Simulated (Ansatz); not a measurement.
# Nb: the cost of one run

Method: DFT r2SCAN+D3(BJ), plane waves, PAW, scalar-relativistic, no spin polarisation, in Ansatz 0.2.0.

## Step 1: The structure to begin with

The cell holds 16 atoms (Nb16): a = 6.915 Å, b = 6.915 Å, c = 6.915 Å, α = 90.00°, β = 90.00°, γ = 90.00°.

Coordinates:

```
CELL_PARAMETERS angstrom
6.91475 0.00000 0.00000
0.00000 6.91475 0.00000
0.00000 0.00000 6.91475
ATOMIC_POSITIONS crystal
Nb 0.00000 0.00000 0.00000
Nb 0.50000 0.00000 0.00000
Nb 0.00000 0.50000 0.00000
Nb 0.00000 0.00000 0.50000
Nb 0.25000 0.25000 0.25000
Nb 0.50000 0.50000 0.00000
Nb 0.50000 0.00000 0.50000
Nb 0.75000 0.25000 0.25000
Nb 0.00000 0.50000 0.50000
Nb 0.25000 0.75000 0.25000
Nb 0.25000 0.25000 0.75000
Nb 0.50000 0.50000 0.50000
Nb 0.75000 0.75000 0.25000
Nb 0.75000 0.25000 0.75000
Nb 0.25000 0.75000 0.75000
Nb 0.75000 0.75000 0.75000
```

## Step 2: Run 1

30 steps of 3 fs under a Langevin thermostat at 2000 K.

input.yaml reads:

```yaml
crystal:
  lattice:
    - [6.914751, 0.0, 0.0]
    - [0.0, 6.914751, 0.0]
    - [0.0, 0.0, 6.914751]
  atoms:
    - { symbol: Nb, position: [0.0, 0.0, 0.0] }
    - { symbol: Nb, position: [0.5, 0.0, 0.0] }
    - { symbol: Nb, position: [0.0, 0.5, 0.0] }
    - { symbol: Nb, position: [0.0, 0.0, 0.5] }
    - { symbol: Nb, position: [0.25, 0.25, 0.25] }
    - { symbol: Nb, position: [0.5, 0.5, 0.0] }
    - { symbol: Nb, position: [0.5, 0.0, 0.5] }
    - { symbol: Nb, position: [0.75, 0.25, 0.25] }
    - { symbol: Nb, position: [0.0, 0.5, 0.5] }
    - { symbol: Nb, position: [0.25, 0.75, 0.25] }
    - { symbol: Nb, position: [0.25, 0.25, 0.75] }
    - { symbol: Nb, position: [0.5, 0.5, 0.5] }
    - { symbol: Nb, position: [0.75, 0.75, 0.25] }
    - { symbol: Nb, position: [0.75, 0.25, 0.75] }
    - { symbol: Nb, position: [0.25, 0.75, 0.75] }
    - { symbol: Nb, position: [0.75, 0.75, 0.75] }
basis:
  ecutwfc: 500.0
kpoints:
  mp_grid: { grid: [2, 2, 2] }
hamiltonian:
  xc: r2scan
  dispersion: d3bj
scf:
  occupations: { method: fermi_dirac, width: 0.17 }
  lower_state_search: "off"
md:
  timestep: 3
  n_steps: 30
  ensemble: nvt_langevin
  temperature: 2000.0
  initial_velocities: maxwell_boltzmann
  seed: 841600
  friction: 0.02
```

Launch:

```console
> ansatz run input.yaml --threads 4 --pin off --max-ram 10240MiB --backend cpu --events-out ev --progress --plain --runs-dir out
```

**Question.** How long does this run take on 4 threads of Arm Neoverse N1, shared host, and how much memory does it need?

About 17 min, with a peak of 2.3 GiB.
